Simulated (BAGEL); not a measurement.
# BNH3ClO (SMILES NB(O)Cl): a chain of runs

Wanted: the energy (HF/def2-SV(P)), then a single-point energy (NEVPT2(2,2)/def2-SV(P)), then the energy (CASPT2(2,2)/def2-SV(P)) of BNH3ClO. 

Program for the calculation: BAGEL 1.2.2.

2 further runs of the same task are left out: 2 set aside as unsound or not needed.

## Step 1: The molecule

BNH3ClO has 7 atoms, charge 0, and is taken as a singlet. As SMILES, `NB(O)Cl`. One bond was lengthened or shortened from a relaxed shape.

Bond lengths: N1–B2 1.393 Å, B2–O3 1.360 Å, B2–Cl4 2.056 Å, N1–H5 1.002 Å, N1–H6 1.005 Å, O3–H7 0.959 Å. Angles: N1–B2–O3 120.7°, N1–B2–Cl4 119.3°, O3–B2–Cl4 120.0°, B2–N1–H5 122.9°, B2–N1–H6 121.7°, B2–O3–H7 113.0°, H5–N1–H6 115.4°.

## Step 2: A single-point energy at HF/def2-SV(P) (density fitting with svp-jkfit) (run 1)

File input.json:

```json
{ "bagel": [

{
  "title": "molecule",
  "basis": "def2-sv_p_.json",
  "df_basis": "svp-jkfit",
  "angstrom": true,
  "geometry": [
    { "atom": "N", "xyz": [   -0.425472,    1.154536,    0.162151 ] },
    { "atom": "B", "xyz": [    0.155528,   -0.109764,    0.093251 ] },
    { "atom": "O", "xyz": [    1.191628,   -0.444264,    0.908951 ] },
    { "atom": "Cl", "xyz": [   -0.570000,   -1.477100,   -1.260400 ] },
    { "atom": "H", "xyz": [   -1.189572,    1.435636,   -0.422549 ] },
    { "atom": "H", "xyz": [   -0.099672,    1.850036,    0.809951 ] },
    { "atom": "H", "xyz": [    1.505428,   -1.339064,    0.768051 ] }
  ]
},
{ "title": "hf" },
{ "title": "print", "file": "orbitals.molden", "orbitals": true }

]}
```

The basis set def2-SV(P) is read from a file made from the Basis Set Exchange's data (not shown).

Started as:

```sh
$ BAGEL_NUM_THREADS=1 BAGEL input.json > input.out
```

Standard output:

```text
* using 1 threads per process

  ===============================================================
  ===============================================================

  *** Geometry ***

  { "atom" : "N", "xyz" : [     -0.804026,      2.181757,      0.306421 ] },
  { "atom" : "B", "xyz" : [      0.293905,     -0.207424,      0.176219 ] },
  { "atom" : "O", "xyz" : [      2.251851,     -0.839537,      1.717668 ] },
  { "atom" : "Cl", "xyz" : [     -1.077144,     -2.791314,     -2.381811 ] },
  { "atom" : "H", "xyz" : [     -2.247965,      2.712959,     -0.798502 ] },
  { "atom" : "H", "xyz" : [     -0.188353,      3.496061,      1.530586 ] },
  { "atom" : "H", "xyz" : [      2.844847,     -2.530464,      1.451406 ] },

  Number of auxiliary basis functions:      411

  Since a DF basis is specified, we compute 2- and 3-index integrals:
    o Being stored without compression. Storage requirement is 0.014 GB

  Number of basis functions:       66
  Number of electrons      :       40

    * METHOD: MOLECULE                             0.11

  *** RHF ***

  === Nuclear Repulsion ===
   136.8722150910

      * DIIS with orbital gradients will be used.

  === RHF iteration (def2-sv_p_.json) ===
      0       -614.87920783          0.02395631           0.03
      1       -615.03305219          0.01417071           0.03
      2       -615.09209104          0.00161690           0.03
      3       -615.09325020          0.00051648           0.03
      4       -615.09335427          0.00012920           0.03
      5       -615.09336183          0.00003346           0.03
      6       -615.09336286          0.00001251           0.03
      7       -615.09336300          0.00000255           0.03
      8       -615.09336301          0.00000100           0.03
      9       -615.09336301          0.00000036           0.03
     10       -615.09336301          0.00000014           0.03
     11       -615.09336301          0.00000004           0.03
     12       -615.09336301          0.00000001           0.03
     13       -615.09336301          0.00000000           0.03
    * SCF iteration converged.

    * Permanent dipole moment:
           (   -0.139478,    -0.696878,    -0.472108) a.u.

    * METHOD: HF                                   0.48

    * METHOD: PRINT                                0.01

  ===============================================================
```

It took 0.77 s on 1 thread of Arm Neoverse V2, shared host; peak memory 0.14 GiB.

## Step 3: The energy at NEVPT2(2,2)/def2-SV(P) (density fitting with svp-jkfit) (run 2)

File input.json:

```json
{ "bagel": [

{
  "title": "molecule",
  "basis": "def2-sv_p_.json",
  "df_basis": "svp-jkfit",
  "angstrom": "true",
  "geometry": [
    { "atom": "N", "xyz": [      -0.425472,       1.154536,       0.162151 ] },
    { "atom": "B", "xyz": [       0.155528,      -0.109764,       0.093251 ] },
    { "atom": "O", "xyz": [       1.191628,      -0.444264,       0.908951 ] },
    { "atom": "Cl", "xyz": [      -0.570000,      -1.477100,      -1.260400 ] },
    { "atom": "H", "xyz": [      -1.189572,       1.435636,      -0.422549 ] },
    { "atom": "H", "xyz": [      -0.099672,       1.850036,       0.809951 ] },
    { "atom": "H", "xyz": [       1.505428,      -1.339064,       0.768051 ] }
  ]
},

{
  "title": "hf"
},

{
  "title": "casscf",
  "nstate": 1,
  "nact": 2,
  "nclosed": 19,
  "active": [17, 24],
  "maxiter": 200,
  "natocc": "true"
},

{
  "title": "nevpt2",
  "nstate": 1,
  "nact": 2,
  "nclosed": 19,
  "active": [17, 24],
  "maxiter": 200,
  "natocc": "true",
  "ncore": 8
},

{
  "title": "print",
  "file": "orbitals.molden",
  "orbitals": "true"
}

]}
```

The basis set def2-SV(P) is read from a file made from the Basis Set Exchange's data (not shown).

Started as:

```sh
$ BAGEL_NUM_THREADS=1 BAGEL input.json > input.out
```

Standard output:

```text
* using 1 threads per process

  ===============================================================
  ===============================================================

  *** Geometry ***

  { "atom" : "N", "xyz" : [     -0.804026,      2.181757,      0.306421 ] },
  { "atom" : "B", "xyz" : [      0.293905,     -0.207424,      0.176219 ] },
  { "atom" : "O", "xyz" : [      2.251851,     -0.839537,      1.717668 ] },
  { "atom" : "Cl", "xyz" : [     -1.077144,     -2.791314,     -2.381811 ] },
  { "atom" : "H", "xyz" : [     -2.247965,      2.712959,     -0.798502 ] },
  { "atom" : "H", "xyz" : [     -0.188353,      3.496061,      1.530586 ] },
  { "atom" : "H", "xyz" : [      2.844847,     -2.530464,      1.451406 ] },

  Number of auxiliary basis functions:      411

  Since a DF basis is specified, we compute 2- and 3-index integrals:
    o Being stored without compression. Storage requirement is 0.014 GB

  Number of basis functions:       66
  Number of electrons      :       40

    * METHOD: MOLECULE                             0.12

  *** RHF ***

  === Nuclear Repulsion ===
   136.8722150910

      * DIIS with orbital gradients will be used.

  === RHF iteration (def2-sv_p_.json) ===
      0       -614.87920783          0.02395631           0.03
      1       -615.03305219          0.01417071           0.03
      2       -615.09209104          0.00161690           0.03
[... 10 lines of this table left out ...]
     13       -615.09336301          0.00000000           0.03
    * SCF iteration converged.

    * Permanent dipole moment:
           (   -0.139478,    -0.696878,    -0.472108) a.u.

    * METHOD: HF                                   0.52

  ---------------------------
      CASSCF calculation
  ---------------------------

    ==== Active orbitals : =====
         Orbital 17
         Orbital 24
    ============================

    * nstate   :      1
    * nclosed  :     19
    * nact     :      2
    * nvirt    :     45
  === CASSCF iteration (def2-sv_p_.json) ===

    * Using the second-order algorithm

      0  0      -615.09407388     2.12e-04      0.01

      1  0      -615.10596509     1.49e-03      0.15
[... 19 lines of this table left out ...]
     11  0      -615.10787656     7.73e-09      0.14

    * Second-order optimization converged. *

     guess   0:   closed 1.                   open ..

  === FCI iteration ===

      0  0      -615.09274329     6.47e-02      0.00
      1  0      -615.10755409     7.13e-03      0.00
      2  0 *    -615.10787656     8.87e-16      0.00

     * ci vector, state   0, <S^2> = 0.0000
       2.     0.9931675737
       .2    -0.1166969173

    * METHOD: CASSCF                               2.10

    * freezing 8 orbitals

  === DF-NEVPT2 calculation ===

    * 3-index integral transformation done
    * assembly done

      NEVPT2 correlation energy:   -0.5349546797      0.08

          (+0)     -0.4482467105
          (+0)'    -0.0250502390
          (+1)     -0.0157464947
          (+1)'    -0.0000000000
          (+2)     -0.0007829569
          (-1)     -0.0393510699
          (-1)'     0.0000000000
          (-2)     -0.0057772088

      NEVPT2 total energy:       -615.6428312379

    * METHOD: NEVPT2                               0.14

    * METHOD: PRINT                                0.01

  ===============================================================
```

Run time: 3.3 s. Hardware: 1 thread of Arm Neoverse V2, shared host; peak memory 0.14 GiB.

## Step 4: A single-point energy at CASPT2(2,2)/def2-SV(P) (density fitting with svp-jkfit) (run 3)

File input.json:

```json
{ "bagel" : [

{
  "title" : "molecule",
  "basis" : "def2-sv_p_.json",
  "df_basis" : "svp-jkfit",
  "angstrom" : true,
  "geometry" : [
    { "atom" : "N", "xyz" : [      -0.425472,       1.154536,       0.162151 ] },
    { "atom" : "B", "xyz" : [       0.155528,      -0.109764,       0.093251 ] },
    { "atom" : "O", "xyz" : [       1.191628,      -0.444264,       0.908951 ] },
    { "atom" : "Cl", "xyz" : [      -0.570000,      -1.477100,      -1.260400 ] },
    { "atom" : "H", "xyz" : [      -1.189572,       1.435636,      -0.422549 ] },
    { "atom" : "H", "xyz" : [      -0.099672,       1.850036,       0.809951 ] },
    { "atom" : "H", "xyz" : [       1.505428,      -1.339064,       0.768051 ] }
  ]
},

{
  "title" : "hf"
},

{
  "title" : "casscf",
  "nstate" : 1,
  "nact" : 2,
  "nclosed" : 19,
  "active" : [17, 24],
  "maxiter" : 200,
  "natocc" : true
},

{
  "title" : "print",
  "file" : "orbitals.molden",
  "orbitals" : true
},

{
  "title" : "smith",
  "method" : "caspt2",
  "ms" : true,
  "xms" : true,
  "sssr" : true,
  "shift" : 0.2,
  "shift_imag" : true,
  "ncore" : 8
}

]}
```

The basis set def2-SV(P) is read from a file made from the Basis Set Exchange's data (not shown).

Started as:

```sh
$ BAGEL_NUM_THREADS=1 BAGEL input.json > input.out
```

Standard output:

```text
* using 1 threads per process

  ===============================================================
  ===============================================================

  *** Geometry ***

  { "atom" : "N", "xyz" : [     -0.804026,      2.181757,      0.306421 ] },
  { "atom" : "B", "xyz" : [      0.293905,     -0.207424,      0.176219 ] },
  { "atom" : "O", "xyz" : [      2.251851,     -0.839537,      1.717668 ] },
  { "atom" : "Cl", "xyz" : [     -1.077144,     -2.791314,     -2.381811 ] },
  { "atom" : "H", "xyz" : [     -2.247965,      2.712959,     -0.798502 ] },
  { "atom" : "H", "xyz" : [     -0.188353,      3.496061,      1.530586 ] },
  { "atom" : "H", "xyz" : [      2.844847,     -2.530464,      1.451406 ] },

  Number of auxiliary basis functions:      411

  Since a DF basis is specified, we compute 2- and 3-index integrals:
    o Being stored without compression. Storage requirement is 0.014 GB

  Number of basis functions:       66
  Number of electrons      :       40

    * METHOD: MOLECULE                             0.12

  *** RHF ***

[... 11 lines left out ...]
    * SCF iteration converged.
[... 1 line left out ...]
    * Permanent dipole moment:
[... 27 lines left out ...]
    * Second-order optimization converged. *
[... 9 lines left out ...]
     * ci vector, state   0, <S^2> = 0.0000
[... 16 lines left out ...]
    * Zeroth order energy : state  0       -1.0274735315

    * CASPT2 iteration is performed using orthogonal basis

      -------------------------------------------  CASPT2 iteration  ---------------------------------------------------
       #      aibj      arbs      arbi      airj      risj      airs      arst      rist         Etot      error   time
      ------------------------------------------------------------------------------------------------------------------

       0  -0.44749  -0.00685  -0.03963  -0.01648  -0.00099  -0.02176  -0.00000  -0.00000   -0.5331987  0.0016028   0.05
       1  -0.44763  -0.00689  -0.03973  -0.01666  -0.00103  -0.02210  -0.00000   0.00000   -0.5340450  0.0002111   0.04
       2  -0.44764  -0.00689  -0.03972  -0.01667  -0.00103  -0.02211  -0.00000  -0.00000   -0.5340631  0.0000306   0.04
       3  -0.44764  -0.00689  -0.03972  -0.01667  -0.00103  -0.02212  -0.00000   0.00000   -0.5340634  0.0000048   0.04
       4  -0.44764  -0.00689  -0.03972  -0.01667  -0.00103  -0.02212   0.00000  -0.00000   -0.5340634  0.0000008   0.04

      ------------------------------------------------------------------------------------------------------------------

    * CASPT2 energy : state  0     -615.6441269471
        w/o shift correction       -615.6419399524
        reference weight              0.8617501375

    * METHOD: SMITH                                0.33

  ===============================================================
```

Run time: 3.3 s. Hardware: 1 thread of Arm Neoverse V2, shared host; peak memory 0.14 GiB.

## Step 5: Outcome

| quantity | value |
| --- | --- |
| run 1, HF/def2-SV(P): total energy | -615.09336 Eh |
| run 1, HF/def2-SV(P): dipole moment | 2.17 D |
| run 1, HF/def2-SV(P): HOMO energy | -11.59 eV |
| run 1, HF/def2-SV(P): LUMO energy | 4.51 eV |
| run 1, HF/def2-SV(P): HOMO–LUMO gap | 16.10 eV |
| run 2, NEVPT2(2,2)/def2-SV(P): total energy | -615.64283 Eh |
| run 3, CASPT2(2,2)/def2-SV(P): total energy | -615.64413 Eh |
